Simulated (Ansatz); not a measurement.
**CH2O2Zn: one species, many methods**

The task here is to estimate one member of a computed series from the others.

Program: Ansatz 0.2.0, Gaussian basis. Level of theory: functionals in def2-TZVPP, the program's frozen cores in correlated methods. These are calculated values, not measurements.

Plan: LDA (SPW92), PBE-D4, revPBE-D4, BLYP-D4, r2SCAN-D4, B97M-V, PBE0-D4, B3LYP-D4, r2SCANh-D4, r2SCAN0-D4, HSE06-D4, BHLYP-D4, CAM-B3LYP-D4, LC-ωPBE, ωB97X-V, ωB97M-V, B2PLYP, PBE-QIDH; CCSD(T)/def2-SVP; CCSD(T)/def2-TZVPP; CCSD(T)/def2-QZVPP; extrapolation to the limit; RPA on PBE.

## Structure used throughout

All runs share one geometry, relaxed beforehand with PBE0-D4 in a triple-zeta def2 set.

SMILES `C1[O][Zn][O]1`, 6 atoms, charge 0, spin multiplicity 1.

Atoms are counted from 1 here; the program's logs count them from 0.

Bond lengths: C1–O2 1.419 Å, C1–O4 1.419 Å, C1–H5 1.101 Å, C1–H6 1.101 Å, O2–Zn3 1.857 Å, Zn3–O4 1.857 Å. Angles: O2–C1–O4 110.8°, O2–C1–H5 108.8°, O2–C1–H6 108.8°, O4–C1–H5 108.8°, O4–C1–H6 108.8°, H5–C1–H6 110.7°, C1–O2–Zn3 85.6°, O2–Zn3–O4 78.0°, C1–O4–Zn3 85.6°.

Coordinates:

```xyz
6
CH2O2Zn
C    -0.1769    0.3937   -0.0500
O     0.1253   -0.2003    1.2029
Zn    0.7384   -1.6436    0.2087
O     0.1768   -0.4719   -1.1175
H     0.3948    1.3294   -0.1469
H    -1.2585    0.5928   -0.0973
```

The first run:

Contents of in.yaml:

```yaml
crystal:
  periodic: [false, false, false]
  atoms:
    - {symbol: C, position_ang: [-0.176857, 0.393659, -0.049999]}
    - {symbol: O, position_ang: [0.125333, -0.200330, 1.202874]}
    - {symbol: Zn, position_ang: [0.738381, -1.643592, 0.208745]}
    - {symbol: O, position_ang: [0.176753, -0.471930, -1.117496]}
    - {symbol: H, position_ang: [0.394849, 1.329356, -0.146853]}
    - {symbol: H, position_ang: [-1.258461, 0.592837, -0.097282]}
basis:
  gaussian: {orbitals: def2-TZVPP}
hamiltonian: {xc: lda}
output: {orbitals: {seedname: orbitals}}
```

On the command line:

```console
$ ansatz run in.yaml --threads 2 --pin off --events-out ev --progress --plain --max-ram 32768MiB --backend cpu
```

Among the steps run: LDA; PBE-D4 (GGA); revPBE-D4 (GGA); BLYP-D4 (GGA); r2SCAN-D4 (meta-GGA); B97M-V (meta-GGA); PBE0-D4 (hybrid); B3LYP-D4 (hybrid); r2SCANh-D4 (hybrid); r2SCAN0-D4 (hybrid); HSE06-D4 (hybrid); BHLYP-D4 (hybrid); CAM-B3LYP-D4 (range-separated); LC-ωPBE (range-separated); ωB97X-V (range-separated); ωB97M-V (range-separated); B2PLYP (double hybrid); PBE-QIDH (double hybrid).

One table of the session follows, with a row left open; its other results are not shown here.

It belongs to the step «Orbital energies across the functionals». 

```
  functional  HOMO (eV)  LUMO (eV)  gap (eV)
 LDA (SPW92)      -5.61      -4.86      0.75
      PBE-D4      -5.43      -4.60      0.83
   revPBE-D4      -5.35      -4.49      0.86
     BLYP-D4      -5.42      -4.62      0.80
   r2SCAN-D4      -5.62      -4.44      1.19
      B97M-V      -5.74      -4.67      1.08
     PBE0-D4      -6.73      -3.83      2.90
    B3LYP-D4          ?          ?         ?
  r2SCANh-D4      -6.12      -4.14      1.98
  r2SCAN0-D4      -6.87      -3.72      3.15
    HSE06-D4      -6.32      -4.20      2.12
    BHLYP-D4      -8.08      -3.21      4.87
CAM-B3LYP-D4      -8.21      -3.03      5.17
     LC-ωPBE      -9.40      -1.77      7.63
     ωB97X-V      -9.10      -1.90      7.21
     ωB97M-V      -9.06      -2.09      6.97
```

**Question.** Estimate the row for B3LYP-D4.

Worked estimate for «HOMO (eV)». Against the share of exact exchange, BLYP-D4 (0, -5.42), BHLYP-D4 (0.5, -8.08) give a slope of -5.32 per unit share; at 0.2 the line stands at -6.48.

As computed: HOMO (eV): -6.62; LUMO (eV): -4.18; gap (eV): 2.43. In «HOMO (eV)» the line misses by +0.14.
